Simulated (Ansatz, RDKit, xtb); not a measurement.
# C5H4BNS: ranking a sample of isomers, part 2 of 2

Which of a sample of isomers of C5H4BNS is the most stable in the gas at 298.15 K, and what are its properties? The sample is small against all isomers, and the most stable one of this formula need not be in it.

xtb, Ansatz and PySCF; isolated molecules. Earlier steps stand in the parts before.

## 10. c046a at MP2/def2-TZVPP

Input file input.yaml:

```yaml
crystal:
  periodic: [false, false, false]
  atoms:
    - {symbol: C, position_ang: [0.806447, 0.416028, 0.264794]}
    - {symbol: C, position_ang: [-1.438119, -0.551659, -0.338400]}
    - {symbol: C, position_ang: [-0.451704, -0.950440, -1.229709]}
    - {symbol: C, position_ang: [0.821509, -0.404224, -0.891318]}
    - {symbol: C, position_ang: [2.005768, -0.659662, -1.647863]}
    - {symbol: B, position_ang: [1.941397, 1.175232, 0.948696]}
    - {symbol: N, position_ang: [2.966513, -0.883516, -2.284906]}
    - {symbol: S, position_ang: [-0.820314, 0.472974, 0.891718]}
    - {symbol: H, position_ang: [3.059818, 1.110835, 0.482278]}
    - {symbol: H, position_ang: [1.719438, 1.832681, 1.946035]}
    - {symbol: H, position_ang: [-2.501578, -0.823012, -0.361563]}
    - {symbol: H, position_ang: [-0.628231, -1.606910, -2.091515]}
basis:
  gaussian:
    orbitals: def2-TZVPP
correlation:
  method: mp2
  frozen_orbitals: {B: 1, S: 5, C: 1, "N": 1, H: 0}
```

The run is started by

```bash
ansatz run input.yaml --threads 2 --pin off --max-ram 5220MiB --events-out events.jsonl --progress --plain --runs-dir runs
```

What it wrote:

```text
Warning: RAYON_NUM_THREADS=2 ignored (pool sized by the plan → 2); use --threads N
Functional definition: HF
  name "HF"
  exchange = exact_x
  correlation = 0
1920 factors; integrals over basis functions are off by at most 8.9e-4 eV
mean field evaluation 1: about -18182.4718 eV, gradient 4.0e1 eV
mean field evaluation 2: about -18182.9849 eV, gradient 4.0e1 eV
mean field evaluation 4: about -18188.0312 eV, gradient 6.7e0 eV
mean field evaluation 8: about -18188.1984 eV, gradient 7.5e-1 eV
mean field evaluation 16: about -18188.2031 eV, gradient 2.7e-6 eV
mean field -18188.20309841 eV, -668.4041354598 hartree, gradient 2.7e-6 eV, S^2 0.000000; 0 other end points of the search recorded, 0 dependent functions left out; unrestricted orbitals would lower it
12 core orbitals not correlated: weight in the atoms' cores, before any rotation towards them, 1.000 or more for the frozen orbitals, at most 0.000 for the correlated occupied ones
reference -18188.20309841 eV, -668.4041354598 hartree; 19, 19 occupied and 284, 284 virtual orbitals, 1920 factors
second order -33.72527192 eV of doubles, -0.00000000 eV of singles
Total energy: -18221.92837033 eV, -669.6435163430 hartree
```

Wall time 16 s (2 threads of Arm Neoverse V2, shared host); peak memory 1 GiB.

## 11. c503a at CCSD(T)/def2-SVP

Input file input.yaml:

```yaml
basis:
  gaussian: {orbitals: def2-SVP}
crystal:
  periodic: [false, false, false]
  atoms:
    - {symbol: C, position_ang: [1.621388, -0.204187, 0.025194]}
    - {symbol: C, position_ang: [0.688513, 0.555908, -0.688288]}
    - {symbol: C, position_ang: [-0.596180, -0.055315, -0.787064]}
    - {symbol: C, position_ang: [-1.717854, 0.515950, -1.462701]}
    - {symbol: C, position_ang: [-0.636612, -1.299732, -0.137200]}
    - {symbol: B, position_ang: [3.081867, 0.106997, 0.340771]}
    - {symbol: N, position_ang: [-2.635502, 0.990879, -2.020319]}
    - {symbol: S, position_ang: [0.864949, -1.693992, 0.569111]}
    - {symbol: H, position_ang: [3.554759, 1.151945, -0.061561]}
    - {symbol: H, position_ang: [3.761055, -0.671537, 0.980461]}
    - {symbol: H, position_ang: [0.932793, 1.532349, -1.128018]}
    - {symbol: H, position_ang: [-1.501512, -1.971385, -0.065527]}
correlation: {method: ccsd_t, frozen_orbitals: {B: 1, S: 5, C: 1, "N": 1, H: 0}}
```

The run is started by

```bash
ansatz run input.yaml --threads 2 --pin off --max-ram 5220MiB --events-out events.jsonl --progress --plain --runs-dir runs
```

What it wrote, shortened:

```text
Warning: RAYON_NUM_THREADS=2 ignored (pool sized by the plan → 2); use --threads N
Functional definition: HF
  name "HF"
[...]
1385 factors; integrals over basis functions are off by at most 1.2e-3 eV
[...]
mean field -18176.22652158 eV, -667.9640043793 hartree, gradient 2.1e-6 eV, S^2 0.000000; 0 other end points of the search recorded, 0 dependent functions left out; unrestricted orbitals would lower it
12 core orbitals not correlated: weight in the atoms' cores, before any rotation towards them, 1.000 or more for the frozen orbitals, at most 0.000 for the correlated occupied ones
reference -18176.22652158 eV, -667.9640043793 hartree; 19, 19 occupied and 105, 105 virtual orbitals, 1385 factors
second order -27.54387974 eV of doubles, -0.00000000 eV of singles
cycle   1  -27.39412964 eV  change    1.5e-1 eV  update   1.5e-1
[...]
cycle  11  -28.55123512 eV  change    3.1e-5 eV  update   2.1e-5
perturbative correction -1.35946664 eV, -0.0499594775 hartree
Total energy: -18206.13722334 eV, -669.0632023947 hartree
```

Wall time 42 s (2 threads of Arm Neoverse V2, shared host); peak memory 0.99 GiB.

For c046a, c503a, c697a, c091a, c364a, c450a the log finds that unrestricted Hartree-Fock orbitals lie lower, a sign to watch the closed-shell reference there.

## 12. Putting it together

Energies in kcal/mol from c503a; G adds the thermal terms to the CCSD(T)/def2-SVP + MP2/def2-TZVPP - MP2/def2-SVP energy. The columns left of the relaxed level are at the tight-binding geometries.

```
label         SMILES     spin  GFN2-xTB  HF/STO-3G  r2SCAN-D4/def2-SVP  PBE-D3(BJ)/def2-SVP  HF/def2-SVP  MP2/def2-SVP  CCSD(T)/def2-SVP + MP2/def2-TZVPP - MP2/def2-SVP    G  share at equilibrium     T1
c503a  Bc1cc(C#N)cs1  singlet       0.0        0.0                 0.0                  0.0          0.0           0.0                                               0.0  0.0                55.1 %  0.015
c046a    Bc1sccc1C#N  singlet      -0.3        0.9                -0.1                 -0.1          1.7          -0.7                                               0.2  0.2                39.7 %  0.014
c697a  Bc1ccc(C#N)s1  singlet      -0.1        1.3                 0.2                  0.0          2.7           0.2                                               1.4  1.4                 4.8 %  0.014
c364a    Bc1cscc1C#N  singlet       1.7        1.9                 4.1                  3.9          3.2           3.2                                               3.1  3.0                 0.3 %  0.014
c091a  Bc1csc(C#N)c1  singlet       1.9        1.9                 4.1                  3.8          3.8           4.4                                               4.3  4.2               < 0.1 %  0.015
c450a    Bc1ccsc1C#N  singlet       1.7        3.4                 4.6                  4.4          6.4           4.2                                               5.0  4.9               < 0.1 %  0.014
```

Lowest found: c503a, `Bc1cc(C#N)cs1`, a singlet. Bond lengths: C1–C2 1.399 Å, C2–C3 1.426 Å, C3–C4 1.429 Å, C3–C5 1.404 Å, C1–B6 1.526 Å, C4–N7 1.174 Å, C1–S8 1.757 Å, C5–S8 1.706 Å, B6–H9 1.215 Å, B6–H10 1.215 Å, C2–H11 1.098 Å, C5–H12 1.097 Å. Some angles: C1–C2–C3 113.8°, C2–C1–B6 129.3°, C2–C1–S8 109.4°, B6–C1–S8 121.4°, C2–C3–C4 124.7°, C2–C3–C5 111.9°, C4–C3–C5 123.4°, C3–C4–N7 179.6°, C3–C5–S8 111.8°, C1–S8–C5 93.1°.

```xyz
12

C     1.6214   -0.2042    0.0252
C     0.6885    0.5559   -0.6883
C    -0.5962   -0.0553   -0.7871
C    -1.7179    0.5160   -1.4627
C    -0.6366   -1.2997   -0.1372
B     3.0819    0.1070    0.3408
N    -2.6355    0.9909   -2.0203
S     0.8649   -1.6940    0.5691
H     3.5548    1.1519   -0.0616
H     3.7611   -0.6715    0.9805
H     0.9328    1.5323   -1.1280
H    -1.5015   -1.9714   -0.0655
```

## 13. Summary of results

This closing draws on all 2 parts.

```
                                 quantity                                                                  value
                   lowest structure found                                                 Bc1cc(C#N)cs1, singlet
                            next finalist                         Bc1sccc1C#N, singlet, 0.2 kcal/mol higher in G
share at equilibrium, among the finalists                                                                 55.1 %
                                   funnel  6 starts, 6 minima at GFN2-xTB, 9 screening runs, 6 relaxed, 6 ranked
                     CPU time of all runs                                                                 16 min
```

The lowest structure found is `Bc1cc(C#N)cs1`. Its margin of 0.2 kcal/mol is inside the likely error of CCSD(T)/def2-SVP + MP2/def2-TZVPP - MP2/def2-SVP with harmonic terms (about 1.5 kcal/mol), so the order of the first two is not settled. HF/STO-3G and HF/def2-SVP already put its bonding pattern lowest among the structures in one piece; GFN2-xTB, r2SCAN-D4/def2-SVP, PBE-D3(BJ)/def2-SVP and MP2/def2-SVP favour the singlet Bc1sccc1C#N. The largest share of the time went into the final energies (72 %). Lowest found is not proven lowest: the search is finite, and each finalist counts with one conformer. Only 6 drawn patterns were tried, so whole families of isomers are missing, and the result ranks this sample alone.
